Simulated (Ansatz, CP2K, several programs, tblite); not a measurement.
Energy against volume for NaCaBr3 in the cubic perovskite structure, at fixed shape and fractional coordinates, computed by several methods (PBE and r2SCAN, where shown, with plane waves in Ansatz); the cell shown is that of r2SCAN. The symmetry is Pm-3m (No. 221, cubic); a = 5.641 Å in the conventional setting, 35.91 Å³ an atom. Around Na lie 12 Br at 3.99 Å; around Ca lie 6 Br at 2.82 Å; around Br lie 2 Ca at 2.82 Å and 4 Na at 3.99 Å. Simulation only: spin-unpolarised, and no claim that this is the phase found in nature. Energies count from each curve's lowest point; fits are third-order Birch-Murnaghan.

```cif
data_structure
_symmetry_space_group_name_H-M 'P 1'
_symmetry_Int_Tables_number 1
_cell_length_a 5.6413
_cell_length_b 5.6413
_cell_length_c 5.6413
_cell_angle_alpha 90.000
_cell_angle_beta 90.000
_cell_angle_gamma 90.000
_cell_volume 179.53
loop_
_atom_site_label
_atom_site_type_symbol
_atom_site_fract_x
_atom_site_fract_y
_atom_site_fract_z
_atom_site_occupancy
Na1 Na 0.00000 0.00000 0.00000 1
Ca1 Ca 0.50000 0.50000 0.50000 1
Br1 Br 0.50000 0.50000 0.00000 1
Br2 Br 0.50000 0.00000 0.50000 1
Br3 Br 0.00000 0.50000 0.50000 1
```

PBE, on the shape of its own relaxed cell:

| V (Å³/atom) | E (meV/atom) |
| --- | --- |
| 34.438 | 9.14 |
| 35.537 | 2.16 |
| 36.636 | 0.00 |
| 37.735 | 1.93 |
| 38.834 | 7.35 |

V₀ = 36.64 Å³ an atom and B₀ = 20 GPa.

GFN2-xTB (tblite), on the shape of the cell shown, as a cluster of 40 atoms at the zone centre:
```
V (Å³/atom)  E (meV/atom)
     31.598        152.03
     33.752         91.46
     35.906          9.84
     38.061          0.00
     40.215         13.23
```
The points scatter about a smooth fit, so no fit is quoted.

Task: r2SCAN, on the shape of its own relaxed cell, gives
```tsv
V (Å³/atom)	E (meV/atom)
33.752	9.97
34.829	2.37
35.906	0.00
36.983	2.04
38.061	7.85
```
What equilibrium volume and bulk modulus follow?

Result: V₀ = 35.92 Å³ an atom and B₀ = 22 GPa.

PBE/DZVP (CP2K), on the shape of the cell shown:
```tsv
V (Å³/atom)	E (meV/atom)
31.598	59.23
33.752	16.94
35.906	0.00
38.061	1.58
40.215	15.98
```
V₀ = 36.76 Å³ an atom and B₀ = 20 GPa.

PBE/SZV (CP2K), on the shape of the cell shown:
```csv
V (Å³/atom),E (meV/atom)
31.598,188.63
33.752,96.54
35.906,40.30
38.061,10.74
40.215,0.00
```
The lowest point is an end point, so the minimum isn't bracketed.
